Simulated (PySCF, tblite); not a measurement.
**C₄H₇NO₂: geometry, infrared bands and NMR shifts**

Aim: predict the infrared bands and NMR shifts of C₄H₇NO₂ (`C/C=N\COC=O`).

Programs: tblite 0.8.0 and PySCF 2.14.0, with density-fitted response routines of our own. Each step states its level of theory. These are calculated values for one molecule in the gas phase, unless marked as measured. Atoms count from 0, in the outputs and in this text.

### 1 Starting geometry

14 atoms, charge 0, multiplicity 1; geometry from: force field or distance geometry start.

Bonds of the start (Å): C0–C1 1.44, C1–N2 1.26, N2–C3 1.40, C3–O4 1.43, O4–C5 1.39, C5–O6 1.25, C0–H7 1.08, C0–H8 1.11, C0–H9 1.14, C1–H10 1.11, C3–H11 1.11, C3–H12 1.08, C5–H13 1.09.

### 2 Geometry optimisation with GFN2-xTB

What the job is given:

```
{"job": {"kind": "relax", "xc": "GFN2-xTB", "basis": "xTB"}, "charge": 0, "multiplicity": 1}
C     -1.914300     0.589800     0.204500
C     -1.140700    -0.503100     0.739500
N     -0.076200    -0.891200     0.182600
C      0.529400    -0.411100    -0.986800
O      1.438100     0.616300    -0.600300
C      2.454300     0.241300     0.276600
O      2.467900    -0.956800     0.649300
H     -1.498700     1.211100    -0.571400
H     -2.913500     0.176000    -0.065200
H     -2.127700     1.294200     1.071000
H     -1.465400    -1.016800     1.669400
H      1.154100    -1.241700    -1.385500
H     -0.096600    -0.083600    -1.806600
H      3.188600     0.975100     0.600500
```

Command:

```
$ OMP_NUM_THREADS=1 python probes_run.py task.json out
```

One launch serves the whole session: the jobs run in the order shown.

**Question.** This job is followed by: GFN2-xTB harmonic vibrations, gas phase; GIAO PBE0/pcSseg-1 NMR shielding, non-relativistic, gas phase. What will the session give for the following? strongest single infrared mode (GFN2-xTB); zero-point energy (GFN2-xTB); 13C shifts against TMS (PBE0/pcSseg-1); 1H shifts against TMS (PBE0/pcSseg-1, means over atoms taken as alike); 15N shifts against NH3 (PBE0/pcSseg-1); 17O shifts against H2O (PBE0/pcSseg-1).

**Answer**, as computed:

```
                                                              quantity                         value
                             strongest single infrared mode (GFN2-xTB)         1794 cm⁻¹, 442 km/mol
                                          zero-point energy (GFN2-xTB)                 67.6 kcal/mol
                                13C shifts against TMS (PBE0/pcSseg-1)  164.5, 161.6, 78.3, 22.9 ppm
1H shifts against TMS (PBE0/pcSseg-1, means over atoms taken as alike)    8.25, 7.62, 6.72, 2.31 ppm
                                15N shifts against NH3 (PBE0/pcSseg-1)                     366.2 ppm
                                17O shifts against H2O (PBE0/pcSseg-1)              436.4, 237.9 ppm
```

What this shows: Relaxing lowered the energy by 0.988 eV in 155 steps; the close pair that moved most is O4–C5, from 1.394 to 1.320 Å. All 36 modes are real, so the xTB geometry is a minimum. The strongest single mode, at 1794 cm⁻¹, moves mainly C5 and O6. Unscaled tight-binding wavenumbers are off by several per cent, some by more. Its intensities can rank the bands wrongly. C5 (ester carbonyl carbon) lies farthest downfield among carbon, at 164.5 ppm; it is a carbonyl in resonance with an O or N lone pair, the region of acids, esters and amides. At PBE0/pcSseg-1: Shielding is most anisotropic at O6 (span 715 ppm, paramagnetic term -501 ppm).
